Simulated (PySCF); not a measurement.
# C8H4ClO−: electronic excitations

Wanted: the electronic excitations of C8H4ClO− (`C#Cc1ccc(Cl)cc1[O-]`), by calculation.

Computed with PySCF 2.14.0, with density-fitted response routines of our own, on a single molecule in the gas phase. Atoms are numbered from 0 throughout.

### Step 1. The molecule as given

14 atoms, charge -1, multiplicity 1; geometry from: GFN2-xTB.

Bonds of the start (Å): C0–C1 1.20, C1–C2 1.41, C2–C3 1.39, C3–C4 1.38, C4–C5 1.39, C5–Cl6 1.76, C5–C7 1.36, C7–C8 1.44, C8–O9 1.25, C8–C2 1.45, C0–H10 1.05, C3–H11 1.08, C4–H12 1.08, C7–H13 1.08.

### Step 2. TDDFT and polarisability: CAM-B3LYP/def2-SVPD

Job settings and geometry (Å):

```
{"job": {"kind": "uv", "xc": "CAM-B3LYP", "basis": "def2-SVPD", "nstates": 8, "ntriplets": 3}, "charge": -1, "multiplicity": 1}
C      3.313869     0.215428    -0.611260
C      2.132804     0.153291    -0.386894
C      0.750452     0.065743    -0.132232
C      0.100568    -1.139787    -0.341787
C     -1.256284    -1.296625    -0.115018
C     -1.948879    -0.182640     0.340073
Cl    -3.676050    -0.364724     0.639664
C     -1.363811     1.027405     0.563915
C      0.043167     1.240089     0.339725
O      0.582168     2.347196     0.542104
H      4.343773     0.291573    -0.799310
H      0.676001    -1.988691    -0.695875
H     -1.756757    -2.238503    -0.283358
H     -1.941699     1.869774     0.918089
```

With the program's defaults for keys left out, this is: TDDFT CAM-B3LYP/def2-SVPD, vertical, gas phase, core orbitals frozen in the response.

Command:

```sh
$ OMP_NUM_THREADS=1 python probes_run.py task.json out
```

One launch serves the whole session: the jobs run in the order shown.

Predict these results of the whole session: lowest singlet (CAM-B3LYP/def2-SVPD); lowest triplet.

As calculated:

| quantity | value |
| --- | --- |
| lowest singlet (CAM-B3LYP/def2-SVPD) | 3.84 eV (323 nm), f = 0.207 |
| lowest triplet | 2.83 eV |

**Reading.** The first singlet state (HOMO→LUMO 0.96) lies at 3.84 eV and is bright. The lowest triplet lies 1.01 eV below the lowest singlet (triplets in Tamm-Dancoff, singlets in full TDDFT). The lowest singlet lies above −ε(HOMO); no detachment energy was computed, so the anion's states may not be bound.
